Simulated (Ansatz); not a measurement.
The same calculation of Ti2BRh6, space group Fm-3m as a Python script and as an input file (the Ansatz DFT code, driven from Python).

Run as a notebook:

**Cell 1**
```python
import ansatz as az
import numpy as np
```

**Cell 2**
```python
config = {
    'crystal': {
        'lattice': [
            [0.0, 3.921837, 3.921837],
            [3.921837, 0.0, 3.921837],
            [3.921837, 3.921837, 0.0],
        ],
        'atoms': [
            {'symbol': 'Ti', 'position': [0.25, 0.25, 0.25]},
            {'symbol': 'Ti', 'position': [0.75, 0.75, 0.75]},
            {'symbol': 'B', 'position': [0.5, 0.5, 0.5]},
            {'symbol': 'Rh', 'position': [0.75822, 0.24178, 0.75822]},
            {'symbol': 'Rh', 'position': [0.75822, 0.24178, 0.24178]},
            {'symbol': 'Rh', 'position': [0.75822, 0.75822, 0.24178]},
            {'symbol': 'Rh', 'position': [0.24178, 0.75822, 0.24178]},
            {'symbol': 'Rh', 'position': [0.24178, 0.24178, 0.75822]},
            {'symbol': 'Rh', 'position': [0.24178, 0.75822, 0.75822]},
        ],
    },
    'kpoints': {'mp_grid': {'grid': [5, 5, 5]}},
    'hamiltonian': {'xc': 'pbesol'},
    'scf': {'occupations': {'method': 'fermi_dirac', 'width': 0.05}},
    'output': {'forces': True},
}

out = az.Session.from_dict(config).plan().execute()
data = out.report

sorted(key for key in data if key.endswith('_ev'))
```
Output:
```text
DeckWarning: basis.ecutwfc = 420 eV, auto-derived from the records' recommended cutoffs: set by Ti (normal level)
['energy_sigma0_ev', 'entropy_ts_ev', 'fermi_energy_ev', 'free_energy_ev', 'gap_by_band_count_ev',
 'harris_foulkes_ev', 'internal_energy_ev', 'lagrangian_above_aufbau_ev', 'lagrangian_ev',
 'lagrangian_sigma0_ev']
```

**Cell 3**
```python
print(f'free energy      {data["free_energy_ev"]:.5f} eV')
print(f'per atom         {data["free_energy_ev"] / len(out.lattice.sites):.5f} eV')
print(f'SCF iterations   {data["n_iterations"]}  (converged: {data["converged"]})')
```
Output:
```text
free energy      -43139.26783 eV
per atom         -4793.25198 eV
SCF iterations   7  (converged: True)
```

**Cell 4**
```python
# forces in eV per angstrom
forces = np.array(data['forces_ev_ang'])
norms = np.linalg.norm(forces, axis=1)
print('largest force {:.4f} eV/A on atom {}'.format(norms.max(), norms.argmax()))
print(np.array2string(forces, precision=4, suppress_small=True))

terms = data['components']
{name: round(terms[name], 3) for name in ('e_kinetic', 'e_hartree', 'e_xc', 'e_local', 'e_nonlocal')}
```
Output:
```text
largest force 0.0733 eV/A on atom 7
[[ 0.     -0.      0.    ]
 [ 0.     -0.      0.    ]
 [ 0.      0.     -0.    ]
 [ 0.      0.0733  0.    ]
 [-0.0733  0.     -0.    ]
 [ 0.     -0.      0.0733]
 [-0.     -0.0733 -0.    ]
 [-0.     -0.     -0.0733]
 [ 0.0733 -0.     -0.    ]]
{'e_kinetic': 4038.057,
 'e_hartree': 4253.447,
 'e_xc': -1553.87,
 'e_local': -11709.716,
 'e_nonlocal': 2163.232}
```

`input.yaml`:
```yaml
crystal:
  lattice:
    - [0.0, 3.921837, 3.921837]
    - [3.921837, 0.0, 3.921837]
    - [3.921837, 3.921837, 0.0]
  atoms:
    - { symbol: Ti, position: [0.25, 0.25, 0.25] }
    - { symbol: Ti, position: [0.75, 0.75, 0.75] }
    - { symbol: B, position: [0.5, 0.5, 0.5] }
    - { symbol: Rh, position: [0.75822, 0.24178, 0.75822] }
    - { symbol: Rh, position: [0.75822, 0.24178, 0.24178] }
    - { symbol: Rh, position: [0.75822, 0.75822, 0.24178] }
    - { symbol: Rh, position: [0.24178, 0.75822, 0.24178] }
    - { symbol: Rh, position: [0.24178, 0.24178, 0.75822] }
    - { symbol: Rh, position: [0.24178, 0.75822, 0.75822] }
kpoints:
  mp_grid: { grid: [5, 5, 5] }
hamiltonian:
  xc: pbesol
scf:
  occupations: { method: fermi_dirac, width: 0.05 }
output:
  forces: true
```

The program run on that file:
```console
$ ansatz run input.yaml --threads 1 --pin off --max-ram 3072MiB --backend cpu --events-out ev --progress --plain --runs-dir out
Engine: ansatz 0.2.0, x86_64-unknown-linux-gnu
Pseudopotentials: kind: paw
Pseudopotential: Ti, paw, valence charge 12, recommended cutoff 420 eV (normal), Ti.paw.azcp
Pseudopotential: B, paw, valence charge 3, recommended cutoff 420 eV (normal), B.paw.azcp
Pseudopotential: Rh, paw, valence charge 17, recommended cutoff 420 eV (normal), Rh.paw.azcp
Functional definition: PBEsol
  exchange = pbesol_x
  correlation = pbesol_c
Crystal: 9 atoms, lattice volume = 120.642 Å³
Basis set: ecut = 420 eV, 2397 PW (Γ), exchange–correlation on 80×80×80 points (8 copies of the dense FFT grid, shifted against one another)
Bands: 78, of which v1, the nominal top of the filled ones, is band 65 counted from 1 (64 counted from 0)
Symmetry: 48 space group operations
Space group: Fm-3m (ITA 225), of the structure as read, at distance tolerance 4.9e-5 Å
k-points: 10 of 125
Non-local potential: Ti, projectors of the file, l = 0: 3, l = 1: 2, l = 2: 3, l = 3: 1
Non-local potential: B, projectors of the file, l = 0: 2, l = 1: 2, l = 2: 1
Non-local potential: Rh, projectors of the file, l = 0: 3, l = 1: 2, l = 2: 2, l = 3: 1
PAW form: soft (Blöchl's): semilocal exchange-correlation on the pseudo side does not see the compensation charge
PAW frozen core: Ti, regenerated for the run's functional, and the local potential with it (the file was generated under x = pbe(κ = 0.804, μ = 0.2195149727645171), c = pbe(β = 0.06672455060314922))
PAW frozen core: B, regenerated for the run's functional, and the local potential with it (the file was generated under x = pbe(κ = 0.804, μ = 0.2195149727645171), c = pbe(β = 0.06672455060314922))
PAW frozen core: Rh, regenerated for the run's functional, and the local potential with it (the file was generated under x = pbe(κ = 0.804, μ = 0.2195149727645171), c = pbe(β = 0.06672455060314922))
PAW one-centre angular grid: Ti, 590 points (default); XC on 64 Gauss nodes
PAW one-centre angular grid: B, 110 points (default); XC on 64 Gauss nodes
PAW one-centre angular grid: Rh, 590 points (default); XC on 64 Gauss nodes
Initial density: superposition of atomic densities (neutral atoms: chi_scale 0, normalization atom), corrected by the library's trained network
Initial wavefunctions: pseudopotential atomic-orbital guess
Functional: x = pbesol(κ = 0.804, μ = 0.12345679012345678), c = pbesol(β = 0.046)
SCF iter   1: F=—  HF=-43139.316434 eV  |F-HF|=—  |Δ(HF+E_count)|=         —  Δρ=1.51e-2  dr2=4.26e-1  ethr=1.77e-3  ⟨swp⟩=4.9  Hψ=2402  notcnv=0
preconditioner: auto → Kerker (q_TF=auto, 2.759 Å⁻¹)  [metal: Δε(μ)=0.040 eV  Ē_g=4.915 eV  σ=0.050 eV  W_gap=0.19  n_scr=50 (ndim 8)  ℏωp=27.3 eV  f_vac=0.000  D(μ)=5.61/eV (n_scr^D=58)]
SCF iter   2: F=—  HF=-43139.279936 eV  |F-HF|=—  |Δ(HF+E_count)|=   3.65e-2  Δρ=7.01e-3  dr2=1.06e-1  ethr=3.30e-4  ⟨swp⟩=2.0  Hψ=1010  notcnv=0  defer=17
SCF iter   3: F=—  HF=-43139.268431 eV  |F-HF|=—  |Δ(HF+E_count)|=   1.15e-2  Δρ=1.37e-3  dr2=4.66e-3  ethr=8.23e-5  ⟨swp⟩=1.5  Hψ=812  notcnv=0  defer=17
SCF iter   4: F=—  HF=-43139.267831 eV  |F-HF|=—  |Δ(HF+E_count)|=   6.00e-4  Δρ=2.07e-4  dr2=7.77e-5  ethr=3.61e-6  ⟨swp⟩=2.0  Hψ=1041  notcnv=0  defer=17
SCF iter   5: F=—  HF=-43139.267826 eV  |F-HF|=—  |Δ(HF+E_count)|=   4.67e-6  Δρ=5.93e-5  dr2=4.50e-6  ethr=6.02e-8  ⟨swp⟩=2.2  Hψ=1098  notcnv=0  defer=17
SCF iter   6: F=—  HF=-43139.267826 eV  |F-HF|=—  |Δ(HF+E_count)|=   5.93e-7  Δρ=1.61e-5  dr2=2.28e-7  ethr=3.49e-9  ⟨swp⟩=2.0  Hψ=1037  notcnv=0  defer=17
SCF iter   7: F=-43139.267826 eV  HF=-43139.267826 eV  |F-HF|=4.79e-9  |Δ(HF+E_count)|=   5.50e-8  Δρ=5.59e-6  dr2=1.66e-8  ethr=9.35e-11  ⟨swp⟩=4.0  Hψ=2361  notcnv=0
SCF 1 converged in 7 iterations: F = -43139.267826 eV  dr2 = 1.66e-8
  greatest PAW one-centre occupation: 1.000 electrons in one spin orbital (limit 2), on the Rh atom at site 8 (counted from 0), in its partial waves of l = 0
SCF converged after 7 iterations
Free energy (F): -43139.267826 eV
Harris-Foulkes:  -43139.267826 eV  (|F-HF|=4.79e-9)
Internal energy: -43139.220818 eV  (E = F + TS)
E sigma→0 (E₀):  -43139.244322 eV
Entropy (-TS):   -0.047007 eV (-5.223 meV/atom)
Fermi energy:    19.564934 eV
--- Per-component energies (eV) ---
  E_band       = -927.623861
  E_kinetic    = 4038.057417
  E_local      = -11709.715805  (includes V_loc(G=0)·N_el)
  E_nonlocal   = 2163.232398
  E_hartree    = 4253.447296
  E_xc         = -1553.870142
  E_vxc        = -1955.245645  (∫ρ·V_xc dr)
  E_paw        = -23261.509824  (= ΣΔE_a)
  E_vpaw       = -1970.852018  (= ΣTr[D̂ρ^β])
  E_aug_tail   = 0.005241  (compensation charges beyond the density's cutoff)
  E_ewald      = -17070.818077
  E_core_change = 1.950678  (= ΣΔE_core)
  E_smearing   = -0.047007  (= −TS)
  E_closure    = 0.000000  (closes the sum)
  Σ components = -43139.267826   (vs F -43139.267826, Δ=0.00e0)
--- Forces (eV/Å), atoms counted from 1 ---
  atom   1  Ti     0.00000000     0.00000000    -0.00000000
  atom   2  Ti    -0.00000000     0.00000000    -0.00000000
  atom   3  B      0.00000000     0.00000000    -0.00000000
  atom   4  Rh     0.00000000     0.07325447    -0.00000000
  atom   5  Rh    -0.07325447     0.00000000     0.00000000
  atom   6  Rh     0.00000000     0.00000000     0.07325447
  atom   7  Rh    -0.00000000    -0.07325447     0.00000000
  atom   8  Rh    -0.00000000     0.00000000    -0.07325447
  atom   9  Rh     0.07325447    -0.00000000    -0.00000000
  max |Σ_I F_I| component: 8.62e-17 eV/Å
```

Absolute energies stand on the zero of these potentials, so only differences at equal settings mean something. The energy terms are those on the plane-wave grid, with the one-centre PAW part apart; the terms shown are only some of the summands, so they needn't add up to F. For a metal this k-point mesh is coarse: on a finer one energies can move by several to tens of meV an atom and pressures by half a GPa or more, differences at one mesh by less. A gap by band count of zero or less means overlapping bands, a metal, and at an odd count of electrons it is no gap at all. The structure comes from a database of computed cells and needn't be a stable or known phase. Gaps and levels are Kohn-Sham values on a finite set of k-points, without spin-orbit coupling. Warnings are shown shortened and without file and line. It ran for 1.5 s on 1 thread of AMD EPYC 9R05 (Zen 5), on a shared host, peak memory 0.51 GiB.

(Lines on the test bed's own set-up are left out of the output.)
